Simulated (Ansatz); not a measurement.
# CH3Cl2SV: basis-set convergence

One table from this session's results is given with a row withheld; the runs are named, their logs left out.

Program: Ansatz 0.2.0, Gaussian basis. Level of theory: one geometry, several basis sets. These are calculated values, not measurements.

Levels to be run: PBE0-D4/def2-SVP; ωB97M-V/def2-SVP; PBE0-D4/def2-QZVPP; ωB97M-V/def2-QZVPP; the functionals' def2-TZVPP values are taken from earlier runs.

## Structure used throughout

The geometry comes from an earlier relaxation with PBE0-D4 in a triple-zeta def2 set; it is a stationary point, not always the lowest conformer.

SMILES `[CH3][V](=[S])([Cl])[Cl]`, 8 atoms, charge 0, spin multiplicity 1.

Atoms are counted from 1 here; the program's logs count them from 0.

Bond lengths: C1–V2 1.986 Å, C1–H6 1.091 Å, C1–H7 1.091 Å, C1–H8 1.095 Å, V2–S3 1.982 Å, V2–Cl4 2.132 Å, V2–Cl5 2.132 Å. Angles: V2–C1–H6 109.6°, V2–C1–H7 109.5°, V2–C1–H8 104.1°, H6–C1–H7 110.8°, H6–C1–H8 111.3°, H7–C1–H8 111.3°, C1–V2–S3 102.8°, C1–V2–Cl4 106.3°, C1–V2–Cl5 106.3°, S3–V2–Cl4 111.7°, S3–V2–Cl5 111.7°, Cl4–V2–Cl5 116.7°.

Coordinates:

```mol
CH3Cl2SV
  3D, bonds by distance, orders not assigned

  8  7  0  0  0  0  0  0  0  0999 V2000
   -0.6779   -0.2162    0.7881 C   0  0
    0.6006    0.1672   -0.6827 V   0  0
    1.9759   -1.2403   -0.4490 S   0  0
   -0.4856   -0.0853   -2.4999 Cl  0  0
    1.3878    2.1111   -0.2983 Cl  0  0
   -1.0914   -1.2176    0.6620 H   0  0
   -0.1661   -0.1272    1.7473 H   0  0
   -1.4511    0.5511    0.6768 H   0  0
  1  2  8  0
  2  3  8  0
  2  4  8  0
  2  5  8  0
  1  6  8  0
  1  7  8  0
  1  8  8  0
M  END
```

The first run:

Contents of in.yaml:

```yaml
crystal:
  periodic: [false, false, false]
  atoms:
    - {symbol: C, position_ang: [-0.677932, -0.216184, 0.788119]}
    - {symbol: V, position_ang: [0.600631, 0.167153, -0.682702]}
    - {symbol: S, position_ang: [1.975938, -1.240262, -0.449037]}
    - {symbol: Cl, position_ang: [-0.485555, -0.085251, -2.499940]}
    - {symbol: Cl, position_ang: [1.387758, 2.111065, -0.298299]}
    - {symbol: H, position_ang: [-1.091406, -1.217584, 0.662026]}
    - {symbol: H, position_ang: [-0.166074, -0.127239, 1.747286]}
    - {symbol: H, position_ang: [-1.451060, 0.551102, 0.676848]}
basis:
  gaussian: {orbitals: def2-SVP}
hamiltonian: {xc: pbe0, dispersion: d4}
output: {orbitals: {seedname: orbitals}}
```

Launch:

```sh
> ansatz run in.yaml --threads 4 --pin off --events-out ev --progress --plain --max-ram 10444MiB
```

Among the steps run: PBE0-D4 in def2-SVP; ωB97M-V in def2-SVP; PBE0-D4 in def2-QZVPP; ωB97M-V in def2-QZVPP.

One table of the session follows, with a row left open; its other results are not shown here.

It belongs to the step «Density functionals: the series». 

```
functional       basis  HOMO (eV)  LUMO (eV)
   PBE0-D4    def2-SVP          ?          ?
   PBE0-D4  def2-TZVPP      -8.22      -3.63
   PBE0-D4  def2-QZVPP      -8.23      -3.65
   ωB97M-V    def2-SVP     -10.19      -1.30
   ωB97M-V  def2-TZVPP     -10.29      -1.36
   ωB97M-V  def2-QZVPP     -10.32      -1.39
```

Estimate the missing values for PBE0-D4, def2-SVP.

As computed: HOMO (eV): -8.17; LUMO (eV): -3.64. In the column «HOMO (eV)» it is the highest.
